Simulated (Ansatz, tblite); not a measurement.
**The cluster Sn₁₂H₁₇O₂₀ (+3): a ladder of methods and basis sets**

An exercise on one series of results from a longer session: the logs are not shown, and one member is left open.

Computed with Ansatz 0.2.0, Gaussian basis. Level: as each input shows.

Plan: GFN1-xTB, GFN2-xTB, PBE-D4/def2-SVP, r2SCAN-D4/def2-SVP, PBE-QIDH/def2-SVP, HF/def2-SVP, r2SCAN-D4/def2-mTZVP, MP2/def2-SVP, RPA/def2-SVP.

5 further runs of the same task are left out: 3 for a known fault of the program, 1 that didn't finish, 1 set aside as unsound or not needed.

**The relaxed structure**

The singlet was relaxed beforehand with r2SCAN-D4/def2-SVP.

49 atoms, charge 3, spin multiplicity 1.

Bond lengths: Sn1–O13 2.115 Å, Sn1–O14 2.127 Å, Sn1–O15 2.169 Å, Sn1–O27 2.142 Å, Sn1–O28 2.143 Å, Sn1–H39 1.696 Å, Sn2–O13 2.107 Å, Sn2–O16 2.157 Å, Sn2–O17 2.157 Å, Sn2–O27 2.116 Å, Sn2–O29 2.116 Å, Sn2–H40 1.692 Å, Sn3–O13 2.114 Å, Sn3–O18 2.127 Å, Sn3–O19 2.169 Å, Sn3–O28 2.143 Å, Sn3–O29 2.142 Å, Sn3–H41 1.696 Å and more. Angles: O13–Sn1–O14 87.1°, O13–Sn1–O15 90.3°, O13–Sn1–O27 74.4°, O13–Sn1–O28 73.0°, O13–Sn1–H39 168.4°, O14–Sn1–O15 74.8°, O14–Sn1–O27 156.4°, O14–Sn1–O28 89.7°, O14–Sn1–H39 101.7°, O15–Sn1–O27 90.5°, O15–Sn1–O28 158.0°, O15–Sn1–H39 99.2°, O27–Sn1–O28 98.4°, O27–Sn1–H39 98.8°, O28–Sn1–H39 99.2°, O13–Sn2–O16 82.0°, O13–Sn2–O17 82.0°, O13–Sn2–O27 75.1° and more.

Sn takes a core potential in the def2 sets. No spin-orbit coupling is included. The ion is computed in the gas phase, without counter-ions or solvent.

PBE0-D4/def2-SVP was run before; its log isn't repeated, and its numbers join the tables.

Set-up of the first run:

Tight binding, by tblite at 300 K electronic temperature and without a spin-polarisation term:

```python
tblite.interface.Calculator('GFN1-xTB', numbers, positions, charge=3, uhf=0).singlepoint()
```

Tight binding, by tblite at 300 K electronic temperature and without a spin-polarisation term:

```python
tblite.interface.Calculator('GFN2-xTB', numbers, positions, charge=3, uhf=0).singlepoint()
```

start.molden holds the orbitals of an earlier run on this state, given as this run's starting guess.

in.yaml reads:

```yaml
crystal:
  periodic: [false, false, false]
  atoms:
    - {symbol: Sn, position_ang: [0.176955, 1.939151, 2.859147]}
    - {symbol: Sn, position_ang: [1.870339, 2.946717, 0.133143]}
    - {symbol: Sn, position_ang: [2.944429, 0.230384, 1.800999]}
    - {symbol: Sn, position_ang: [0.012457, 1.276194, -2.028478]}
    - {symbol: Sn, position_ang: [2.004933, -2.510455, 0.119332]}
    - {symbol: Sn, position_ang: [-2.590153, 0.326771, 1.876221]}
    - {symbol: Sn, position_ang: [-0.191587, -1.859856, 2.502285]}
    - {symbol: Sn, position_ang: [-2.105163, 2.759961, -0.243492]}
    - {symbol: Sn, position_ang: [2.760818, -0.244557, -2.103999]}
    - {symbol: Sn, position_ang: [-0.101112, -1.751027, -3.110021]}
    - {symbol: Sn, position_ang: [-1.877348, -2.975479, -0.105160]}
    - {symbol: Sn, position_ang: [-2.941337, 0.002630, -2.024049]}
    - {symbol: O, position_ang: [1.197819, 1.228224, 1.149301]}
    - {symbol: O, position_ang: [-0.789744, 0.045518, 2.934359]}
    - {symbol: O, position_ang: [-1.635762, 2.180776, 1.692106]}
    - {symbol: O, position_ang: [-0.111600, 2.853103, -0.711744]}
    - {symbol: O, position_ang: [1.984962, 1.558633, -1.513357]}
    - {symbol: O, position_ang: [1.750251, -1.522777, 1.963205]}
    - {symbol: O, position_ang: [3.116455, -0.753408, -0.124877]}
    - {symbol: O, position_ang: [-1.925071, 1.848305, -2.261658]}
    - {symbol: O, position_ang: [0.957695, 0.068373, -3.363882]}
    - {symbol: O, position_ang: [0.034060, -2.920821, 0.656591]}
    - {symbol: O, position_ang: [1.610937, -1.979115, -1.852147]}
    - {symbol: O, position_ang: [-2.043199, -1.638221, 1.450780]}
    - {symbol: O, position_ang: [-3.025773, 0.883777, -0.079361]}
    - {symbol: O, position_ang: [-0.910981, -0.568969, -1.463907]}
    - {symbol: O, position_ang: [1.027560, 3.673009, 1.933274]}
    - {symbol: O, position_ang: [1.991617, 1.029370, 3.546597]}
    - {symbol: O, position_ang: [3.619370, 2.072925, 0.942801]}
    - {symbol: O, position_ang: [-1.025564, -3.312767, -1.986449]}
    - {symbol: O, position_ang: [-1.979555, -0.901964, -3.720930]}
    - {symbol: O, position_ang: [-3.355341, -1.874414, -1.095998]}
    - {symbol: H, position_ang: [1.075447, 4.570743, 2.300597]}
    - {symbol: H, position_ang: [2.357939, 1.066150, 4.445240]}
    - {symbol: H, position_ang: [4.514733, 2.446690, 0.984432]}
    - {symbol: H, position_ang: [-1.164716, -4.179666, -2.405712]}
    - {symbol: H, position_ang: [-2.363591, -0.972085, -4.611820]}
    - {symbol: H, position_ang: [-4.224178, -2.290030, -1.233968]}
    - {symbol: H, position_ang: [-0.338069, 2.647312, 4.311514]}
    - {symbol: H, position_ang: [2.468841, 4.358905, -0.582353]}
    - {symbol: H, position_ang: [4.403457, -0.280374, 2.498477]}
    - {symbol: H, position_ang: [2.918360, -3.928790, 0.211990]}
    - {symbol: H, position_ang: [-3.973058, 0.326222, 2.846883]}
    - {symbol: H, position_ang: [-0.350739, -2.924262, 3.805004]}
    - {symbol: H, position_ang: [-3.044320, 4.153964, -0.364784]}
    - {symbol: H, position_ang: [4.117657, -0.268191, -3.103204]}
    - {symbol: H, position_ang: [0.271787, -2.666230, -4.488636]}
    - {symbol: H, position_ang: [-2.634057, -4.442289, 0.284748]}
    - {symbol: H, position_ang: [-4.486871, 0.271970, -2.669050]}
basis:
  gaussian: {orbitals: def2-SVP, fitting: {mean_field: def2-universal-jkfit}, initial_orbitals: start.molden}
total_charge: 3
hamiltonian: {xc: pbe, dispersion: d4}
scf: {omitted_lower_state_checks: [starts]}
output: {forces: true, orbitals: {seedname: orbitals}}
```

On the command line:

```sh
> ansatz run in.yaml --threads 4 --pin off --events-out ev --progress --plain --max-ram 46080MiB --backend cuda --devices 0, --max-vram 37GiB
```

Among the steps run: PBE-D4/def2-SVP; r2SCAN-D4/def2-SVP; PBE-QIDH/def2-SVP; HF/def2-SVP; r2SCAN-D4/def2-mTZVP; MP2/def2-SVP; RPA/def2-SVP.

One of the session's tables, all rows but one given; the rest of the session is left out.

| level | HOMO (eV) | LUMO (eV) | gap (eV) |
| --- | --- | --- | --- |
| HF/def2-SVP | -19.71 | -7.21 | 12.50 |
| PBE-D4/def2-SVP | -15.05 | -11.66 | 3.39 |
| r2SCAN-D4/def2-SVP | ? | ? | ? |
| r2SCAN-D4/def2-mTZVP | -15.43 | -11.59 | 3.85 |
| PBE0-D4/def2-SVP | -16.40 | -10.86 | 5.55 |

**Question.** Estimate the row for r2SCAN-D4/def2-SVP.

**Answer.** HOMO (eV): -15.40; LUMO (eV): -11.54; gap (eV): 3.86. In the column «HOMO (eV)» it lies between r2SCAN-D4/def2-mTZVP (-15.43) and PBE-D4/def2-SVP (-15.05).
